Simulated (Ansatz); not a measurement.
# C₄H₈BF: a ladder of functionals and wavefunction methods

The task here is to estimate one member of a computed series from the others.

Computed with Ansatz 0.2.0, Gaussian basis. Level: functionals in def2-TZVPP, the program's frozen cores in correlated methods.

Levels to be run: LDA (SPW92), PBE-D4, revPBE-D4, BLYP-D4, r2SCAN-D4, B97M-V, PBE0-D4, B3LYP-D4, r2SCANh-D4, r2SCAN0-D4, HSE06-D4, BHLYP-D4, CAM-B3LYP-D4, LC-ωPBE, ωB97X-V, ωB97M-V, B2PLYP, PBE-QIDH; CCSD(T)/def2-SVP; CCSD(T)/def2-TZVPP; MP2/def2-QZVPP; extrapolation to the limit; RPA on PBE.

**Structure used throughout**

The geometry comes from an earlier relaxation with PBE0-D4 in a triple-zeta def2 set; it is a stationary point, not always the lowest conformer.

SMILES `C=C(C)B(C)F`, 14 atoms, charge 0, spin multiplicity 1.

Atoms are counted from 1 here; the program's logs count them from 0.

Bond lengths: C1–C2 1.336 Å, C1–H7 1.085 Å, C1–H8 1.088 Å, C2–C3 1.500 Å, C2–B4 1.562 Å, C3–H9 1.094 Å, C3–H10 1.094 Å, C3–H11 1.092 Å, B4–C5 1.562 Å, B4–F6 1.337 Å, C5–H12 1.091 Å, C5–H13 1.096 Å, C5–H14 1.096 Å. Angles: C2–C1–H7 121.1°, C2–C1–H8 122.1°, H7–C1–H8 116.8°, C1–C2–C3 121.5°, C1–C2–B4 118.7°, C3–C2–B4 119.8°, C2–C3–H9 111.2°, C2–C3–H10 111.2°, C2–C3–H11 111.8°, H9–C3–H10 106.3°, H9–C3–H11 108.0°, H10–C3–H11 108.0°, C2–B4–C5 124.2°, C2–B4–F6 117.5°, C5–B4–F6 118.3°, B4–C5–H12 113.2°, B4–C5–H13 110.2°, B4–C5–H14 110.6° and more.

The first run:

in.yaml

```yaml
crystal:
  periodic: [false, false, false]
  atoms:
    - {symbol: C, position_ang: [-1.985701, 0.220376, 0.487576]}
    - {symbol: C, position_ang: [-0.713635, 0.228201, 0.079875]}
    - {symbol: C, position_ang: [-0.169710, 1.340869, -0.766564]}
    - {symbol: B, position_ang: [0.217746, -0.952251, 0.504339]}
    - {symbol: C, position_ang: [1.726143, -1.065007, 0.113352]}
    - {symbol: F, position_ang: [-0.316712, -1.922569, 1.253559]}
    - {symbol: H, position_ang: [-2.373254, -0.586813, 1.099715]}
    - {symbol: H, position_ang: [-2.681330, 1.014584, 0.226242]}
    - {symbol: H, position_ang: [0.213367, 0.963198, -1.719664]}
    - {symbol: H, position_ang: [0.671027, 1.838669, -0.273405]}
    - {symbol: H, position_ang: [-0.929592, 2.094827, -0.982825]}
    - {symbol: H, position_ang: [2.200279, -1.972583, 0.488751]}
    - {symbol: H, position_ang: [2.281841, -0.199915, 0.493069]}
    - {symbol: H, position_ang: [1.846634, -1.030883, -0.975019]}
basis:
  gaussian: {orbitals: def2-TZVPP}
hamiltonian: {xc: lda}
output: {orbitals: {seedname: orbitals}}
```

Among the steps run: LDA; PBE-D4 (GGA); revPBE-D4 (GGA); BLYP-D4 (GGA); r2SCAN-D4 (meta-GGA); B97M-V (meta-GGA); PBE0-D4 (hybrid); B3LYP-D4 (hybrid); r2SCANh-D4 (hybrid); r2SCAN0-D4 (hybrid); HSE06-D4 (hybrid); BHLYP-D4 (hybrid); CAM-B3LYP-D4 (range-separated); LC-ωPBE (range-separated); ωB97X-V (range-separated); ωB97M-V (range-separated); B2PLYP (double hybrid); PBE-QIDH (double hybrid).

One table of the session follows, with a row left open; its other results are not shown here.

It belongs to the step «Orbital energies across the functionals». 

| functional | HOMO (eV) | gap (eV) |
| --- | --- | --- |
| LDA (SPW92) | -6.78 | 4.38 |
| PBE-D4 | -6.61 | 4.46 |
| revPBE-D4 | -6.55 | 4.50 |
| BLYP-D4 | -6.45 | 4.44 |
| r2SCAN-D4 | -6.81 | 4.89 |
| B97M-V | -6.81 | 4.95 |
| PBE0-D4 | ? | ? |
| B3LYP-D4 | -7.49 | 6.09 |
| r2SCANh-D4 | -7.22 | 5.65 |
| r2SCAN0-D4 | -7.85 | 6.80 |
| HSE06-D4 | -7.31 | 5.75 |
| BHLYP-D4 | -8.65 | 8.55 |
| CAM-B3LYP-D4 | -9.02 | 8.98 |
| LC-ωPBE | -10.40 | 11.53 |
| ωB97X-V | -10.02 | 11.07 |
| ωB97M-V | -9.93 | 10.84 |

**Question.** Estimate the row for PBE0-D4.

The run gave: HOMO (eV): -7.71; gap (eV): 6.53. In the column «HOMO (eV)» it lies between r2SCAN0-D4 (-7.85) and B3LYP-D4 (-7.49).
